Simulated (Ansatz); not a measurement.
# C₂H₆SSi: small, medium and large basis sets

An exercise on one series of results from a longer session: the logs are not shown, and one member is left open.

Method: one geometry, several basis sets; program: Ansatz 0.2.0, Gaussian basis.

The runs, in order: PBE0-D4/def2-SVP; ωB97M-V/def2-SVP; PBE0-D4/def2-QZVPP; ωB97M-V/def2-QZVPP; the functionals' def2-TZVPP values are taken from earlier runs.

### Structure used throughout

All runs share one geometry, relaxed beforehand with PBE0-D4 in a triple-zeta def2 set.

SMILES `C=C[SiH2]S`, 10 atoms, charge 0, spin multiplicity 1.

Atoms are counted from 1 here; the program's logs count them from 0.

Bond lengths: C1–C2 1.331 Å, C1–H5 1.087 Å, C1–H6 1.087 Å, C2–Si3 1.854 Å, C2–H7 1.088 Å, Si3–S4 2.141 Å, Si3–H8 1.487 Å, Si3–H9 1.485 Å, S4–H10 1.344 Å. Angles: C2–C1–H5 121.6°, C2–C1–H6 122.3°, H5–C1–H6 116.1°, C1–C2–Si3 122.0°, C1–C2–H7 118.8°, Si3–C2–H7 119.2°, C2–Si3–S4 112.0°, C2–Si3–H8 107.7°, C2–Si3–H9 112.2°, S4–Si3–H8 111.7°, S4–Si3–H9 103.1°, H8–Si3–H9 110.1°, Si3–S4–H10 94.5°.

The first run:

in.yaml reads:

```yaml
crystal:
  periodic: [false, false, false]
  atoms:
    - {symbol: C, position_ang: [-1.427423, 0.940361, -0.349553]}
    - {symbol: C, position_ang: [-0.376880, 0.692252, 0.428664]}
    - {symbol: Si, position_ang: [0.493127, -0.944778, 0.413154]}
    - {symbol: S, position_ang: [2.554395, -0.752510, -0.131290]}
    - {symbol: H, position_ang: [-1.827647, 0.187293, -1.023359]}
    - {symbol: H, position_ang: [-1.935812, 1.900640, -0.349851]}
    - {symbol: H, position_ang: [-0.009617, 1.481918, 1.081576]}
    - {symbol: H, position_ang: [-0.240793, -1.838751, -0.521168]}
    - {symbol: H, position_ang: [0.556816, -1.558989, 1.763662]}
    - {symbol: H, position_ang: [2.296738, -0.158537, -1.308936]}
basis:
  gaussian: {orbitals: def2-SVP}
hamiltonian: {xc: pbe0, dispersion: d4}
output: {orbitals: {seedname: orbitals}}
```

Command:

```bash
ansatz run in.yaml --threads 2 --pin off --events-out ev --progress --plain --max-ram 4352MiB
```

Steps of the session up to this table: PBE0-D4 in def2-SVP; ωB97M-V in def2-SVP; PBE0-D4 in def2-QZVPP; ωB97M-V in def2-QZVPP.

One table of the session follows, with a row left open; its other results are not shown here.

```
functional       basis  HOMO (eV)
   PBE0-D4    def2-SVP          ?
   PBE0-D4  def2-TZVPP      -7.37
   PBE0-D4  def2-QZVPP      -7.40
   ωB97M-V    def2-SVP      -9.40
   ωB97M-V  def2-TZVPP      -9.56
   ωB97M-V  def2-QZVPP      -9.60
```

Q: Estimate the row for PBE0-D4, def2-SVP from the others.

As computed: HOMO (eV): -7.24. In the column «HOMO (eV)» it is the highest.
